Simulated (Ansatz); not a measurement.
Geometry optimisation, DFT PBEsol, scalar-relativistic, plane waves, PAW (Ansatz).

Input:

```yaml
accuracy: low
crystal:
  lattice:
    - [0.0, 5.43, 5.43]
    - [5.43, 0.0, 5.43]
    - [5.43, 5.43, 0.0]
  atoms:
    - { symbol: Si, position: [0.0, 0.0, 0.0] }
    - { symbol: Si, position: [0.125, 0.125, 0.125] }
    - { symbol: Si, position: [0.0, 0.0, 0.5] }
    - { symbol: Si, position: [0.125, 0.125, 0.625] }
    - { symbol: Si, position: [0.0, 0.5, 0.0] }
    - { symbol: Si, position: [0.125, 0.625, 0.125] }
    - { symbol: Si, position: [0.0, 0.5, 0.5] }
    - { symbol: Si, position: [0.125, 0.625, 0.625] }
    - { symbol: Si, position: [0.5, 0.0, 0.0] }
    - { symbol: Si, position: [0.625, 0.125, 0.125] }
    - { symbol: Si, position: [0.5, 0.0, 0.5] }
    - { symbol: Si, position: [0.625, 0.125, 0.625] }
    - { symbol: Si, position: [0.5, 0.5, 0.0] }
    - { symbol: Si, position: [0.625, 0.625, 0.125] }
    - { symbol: Si, position: [0.5, 0.5, 0.5] }
    - { symbol: Si, position: [0.625, 0.625, 0.625] }
    - { symbol: Li, position: [0.8771576, 0.3695445, 0.3834986] }
total_charge: 1
basis:
  ecutwfc: 420.0
kpoints:
  mp_grid: { grid: [2, 2, 2] }
hamiltonian:
  xc: pbesol
  pseudopotentials: { kind: paw, azcp: { folder: soft_1 } }
scf:
  occupations: { method: fermi_dirac, width: 0.05 }
  lower_state_search: "off"
relax:
  f_tol: 0.08
  max_steps: 25
  adjacent_minimum: "off"
output:
  write_density: true
  write_potential: true
  elf: true
  volumetric_format: npy
```

Launched with:

```bash
$ ansatz run input.yaml --threads 1 --pin off --max-ram 3072MiB --backend cpu --events-out ev --progress --plain --runs-dir out
```

Problem. Where does it end, and by what steps?

Solution. It converged. Limits of this set-up: PAW files made for another functional, low accuracy level, charged cell in a uniform background, uncorrected. After 2 steps the energy has fallen by 0.117 eV; Si3 moved furthest, 0.05 Å.

```
step  energy less start (eV)  largest force component (eV/Å)  accepted
   0                  0.0000                           0.619       yes
   1                 -0.1117                           0.128       yes
   2                 -0.1169                           0.039       yes
```

```xyz
17
Lattice="0.0000 5.4300 5.4300 5.4300 0.0000 5.4300 5.4300 5.4300 0.0000" Properties=species:S:1:pos:R:3
Si 0.010 -0.008 -0.010
Si 1.337 1.360 1.356
Si 2.688 2.744 -0.028
Si 4.073 4.097 1.357
Si 2.694 -0.020 2.736
Si 4.074 1.360 4.093
Si 5.458 2.744 2.742
Si 6.790 4.080 4.070
Si 0.009 2.725 2.723
Si 1.357 4.072 4.073
Si 2.705 5.421 2.725
Si 4.072 6.789 4.050
Si 2.707 2.725 5.421
Si 4.074 4.054 6.786
Si 5.455 5.407 5.405
Si 6.810 6.789 6.788
Li 4.077 6.806 6.782
```

Whether the end is a true minimum wasn't checked by a vibrational analysis.

Time of the run: 25 s on 1 thread of Arm Neoverse V1 (shared host), peak memory 0.52 GiB.
